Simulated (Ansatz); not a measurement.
# CH3FOSi: one species, many methods

One table from this session's results is given with a row withheld; the runs are named, their logs left out.

Computed with Ansatz 0.2.0, Gaussian basis. Level: functionals in def2-TZVPP, the program's frozen cores in correlated methods.

The runs, in order: LDA (SPW92), PBE-D4, revPBE-D4, BLYP-D4, r2SCAN-D4, B97M-V, PBE0-D4, B3LYP-D4, r2SCANh-D4, r2SCAN0-D4, HSE06-D4, BHLYP-D4, CAM-B3LYP-D4, LC-ωPBE, ωB97X-V, ωB97M-V, B2PLYP, PBE-QIDH; CCSD(T)/def2-SVP; CCSD(T)/def2-TZVPP; MP2/def2-QZVPP; extrapolation to the limit; RPA on PBE.

### The geometry

The geometry comes from an earlier relaxation with PBE0-D4 in a triple-zeta def2 set; it is a stationary point, not always the lowest conformer.

SMILES `CO[Si]F`, 7 atoms, charge 0, spin multiplicity 1.

Atoms are counted from 1 here; the program's logs count them from 0.

Bond lengths: C1–O2 1.415 Å, C1–H5 1.092 Å, C1–H6 1.092 Å, C1–H7 1.092 Å, O2–Si3 1.628 Å, Si3–F4 1.622 Å. Angles: O2–C1–H5 111.5°, O2–C1–H6 108.9°, O2–C1–H7 108.9°, H5–C1–H6 109.4°, H5–C1–H7 109.4°, H6–C1–H7 108.7°, C1–O2–Si3 132.8°, O2–Si3–F4 102.4°.

Geometry (Å):

```xyz
7
CH3FOSi
C    -0.50355    0.22710    0.59096
O     0.65806    0.67022   -0.08544
Si    1.55100    0.02846   -1.28565
F     0.77526   -1.36254   -1.59130
H    -0.84201   -0.74010    0.21377
H    -0.28200    0.14292    1.65655
H    -1.29566    0.96593    0.45550
```

The first run:

Input file in.yaml:

```yaml
crystal:
  periodic: [false, false, false]
  atoms:
    - {symbol: C, position_ang: [-0.503555, 0.227098, 0.590963]}
    - {symbol: O, position_ang: [0.658062, 0.670219, -0.085438]}
    - {symbol: Si, position_ang: [1.551000, 0.028464, -1.285651]}
    - {symbol: F, position_ang: [0.775260, -1.362541, -1.591298]}
    - {symbol: H, position_ang: [-0.842010, -0.740100, 0.213769]}
    - {symbol: H, position_ang: [-0.281997, 0.142925, 1.656553]}
    - {symbol: H, position_ang: [-1.295659, 0.965935, 0.455501]}
basis:
  gaussian: {orbitals: def2-TZVPP}
hamiltonian: {xc: lda}
output: {orbitals: {seedname: orbitals}}
```

Steps of the session up to this table: LDA; PBE-D4 (GGA); revPBE-D4 (GGA); BLYP-D4 (GGA); r2SCAN-D4 (meta-GGA); B97M-V (meta-GGA); PBE0-D4 (hybrid); B3LYP-D4 (hybrid); r2SCANh-D4 (hybrid); r2SCAN0-D4 (hybrid); HSE06-D4 (hybrid); BHLYP-D4 (hybrid); CAM-B3LYP-D4 (range-separated); LC-ωPBE-D4 (range-separated; the results give it without D4); ωB97X-V (range-separated); ωB97M-V (range-separated); B2PLYP (double hybrid); PBE-QIDH (double hybrid).

One table of the session follows, with a row left open; its other results are not shown here.

It belongs to the step «Orbital energies across the functionals». 

| functional | HOMO (eV) | LUMO (eV) | gap (eV) |
| --- | --- | --- | --- |
| LDA (SPW92) | -6.55 | -2.40 | 4.15 |
| PBE-D4 | ? | ? | ? |
| revPBE-D4 | -6.37 | -2.18 | 4.20 |
| BLYP-D4 | -6.31 | -2.11 | 4.20 |
| r2SCAN-D4 | -6.64 | -2.13 | 4.51 |
| B97M-V | -6.73 | -2.12 | 4.62 |
| PBE0-D4 | -7.59 | -1.42 | 6.17 |
| B3LYP-D4 | -7.41 | -1.62 | 5.79 |
| r2SCANh-D4 | -7.07 | -1.82 | 5.26 |
| r2SCAN0-D4 | -7.72 | -1.35 | 6.37 |
| HSE06-D4 | -7.19 | -1.80 | 5.39 |
| BHLYP-D4 | -8.64 | -0.53 | 8.11 |
| CAM-B3LYP-D4 | -8.95 | -0.33 | 8.61 |
| LC-ωPBE | -10.24 | 0.79 | 11.03 |
| ωB97X-V | -9.91 | 0.69 | 10.61 |
| ωB97M-V | -9.77 | 0.59 | 10.35 |

**Question.** Estimate the row for PBE-D4.

The run gave: HOMO (eV): -6.43; LUMO (eV): -2.24; gap (eV): 4.19. In the column «HOMO (eV)» it lies between LDA (SPW92) (-6.55) and revPBE-D4 (-6.37).
